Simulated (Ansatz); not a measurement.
**GaH₃S + H₂: a complex and its separated parts**

The complex below is one end of an elementary step. How strongly is it bound against its free parts?

Program: Ansatz 0.2.0, Gaussian basis. Level of theory: PBE0-D4/def2-TZVP structures, single points in def2-TZVPP, no counterpoise correction. These are calculated values, not measurements.

Levels: SPW92, PBE-D4, BLYP-D4, r2SCAN-D4, B97M-V, PBE0-D4, B3LYP-D4, r2SCAN0-D4, BHLYP-D4, CAM-B3LYP-D4, wB97X-V, wB97M-V, B2PLYP, PBE-QIDH, RPA on PBE, Hartree-Fock, MP2, CCSD, CCSD(T).

Cores are frozen in the correlated methods. Filled d shells of the heavier atoms are correlated. B3LYP uses VWN-RPA correlation. B2PLYP carries no dispersion term here.

95 further runs of the same task are left out: 1 that didn't finish, 94 set aside as unsound or not needed.

## 1. Where the work starts

The complex: 7 atoms, charge 0, spin multiplicity 1.

Atoms are counted from 1 here; the program's logs count them from 0.

Bond lengths: Ga1–S2 2.204 Å, Ga1–H3 1.559 Å, Ga1–H4 1.560 Å, S2–H7 1.343 Å, H5–H6 0.749 Å. Angles: S2–Ga1–H3 115.2°, S2–Ga1–H4 118.1°, H3–Ga1–H4 126.6°, Ga1–S2–H7 94.9°.

As a file:

```
Ga   -0.80137   -0.27707    0.21586
S    -0.73562    1.66344   -0.82702
H    -1.28882   -1.47978   -0.64809
H    -0.42290   -0.31223    1.72919
H     1.77802   -0.67170   -0.57669
H     1.77930   -1.27732   -0.13527
H    -0.30851    2.35455    0.24202
```

Its parts: GaH₃S holds atoms 1, 2, 3, 4, 7; H₂ holds atoms 5, 6. Each part counts its atoms afresh in its own runs.

## 2. Relaxing GaH₃S alone

Contents of relax-a/in.yaml:

```yaml
crystal:
  periodic: [false, false, false]
  atoms:
    - {symbol: Ga, position_ang: [-0.801375, -0.277067, 0.215864]}
    - {symbol: S, position_ang: [-0.735615, 1.663439, -0.827023]}
    - {symbol: H, position_ang: [-1.288824, -1.479775, -0.648093]}
    - {symbol: H, position_ang: [-0.422896, -0.312226, 1.729194]}
    - {symbol: H, position_ang: [-0.308508, 2.354548, 0.242020]}
basis:
  gaussian: {orbitals: def2-TZVP}
hamiltonian: {xc: pbe0, dispersion: d4}
relax: {f_tol: 0.005, max_steps: 200}
```

Command:

```console
ansatz run in.yaml --threads 2 --pin off --events-out ev --progress --plain --max-ram 4352MiB
```

After this run come: Relaxing H₂ alone; SPW92/def2-TZVPP; PBE-D4/def2-TZVPP; BLYP-D4/def2-TZVPP; r2SCAN-D4/def2-TZVPP; B97M-V/def2-TZVPP; PBE0-D4/def2-TZVPP; B3LYP-D4/def2-TZVPP; r2SCAN0-D4/def2-TZVPP; BHLYP-D4/def2-TZVPP; CAM-B3LYP-D4/def2-TZVPP; wB97X-V/def2-TZVPP; wB97M-V/def2-TZVPP; B2PLYP/def2-TZVPP; PBE-QIDH/def2-TZVPP; RPA on PBE/def2-TZVPP; CCSD(T)/def2-TZVPP; Vibrations of GaH₃S; Vibrations of H₂.

Q: Predict the outcome of this session. Wanted: complex less parts, CCSD(T)/def2-TZVPP; with zero-point energy; largest T1 diagnostic.

As calculated:

| quantity | value |
| --- | --- |
| complex less parts, CCSD(T)/def2-TZVPP | -0.86 kcal/mol |
| with zero-point energy | +0.42 kcal/mol |
| largest T1 diagnostic | 0.013 |

What this shows: At CCSD(T) the complex lies 0.86 kcal/mol below its parts. Among the functionals B3LYP-D4 lands nearest to CCSD(T) (-0.04 kcal/mol) and SPW92 farthest (-1.94 kcal/mol). By rung, the mean size of the error is: LDA 1.94, GGA 0.34, meta-GGA 0.19, hybrid 0.28, range-separated hybrid 0.26, double hybrid 0.32 kcal/mol. PBE-D4 gives a relative energy 0.48 kcal/mol too low, an error of 56 % of the reference. No counterpoise was applied, and triple zeta lacks some correlation, so the CCSD(T) reference has a basis error of its own, and close matches with it are partly luck.
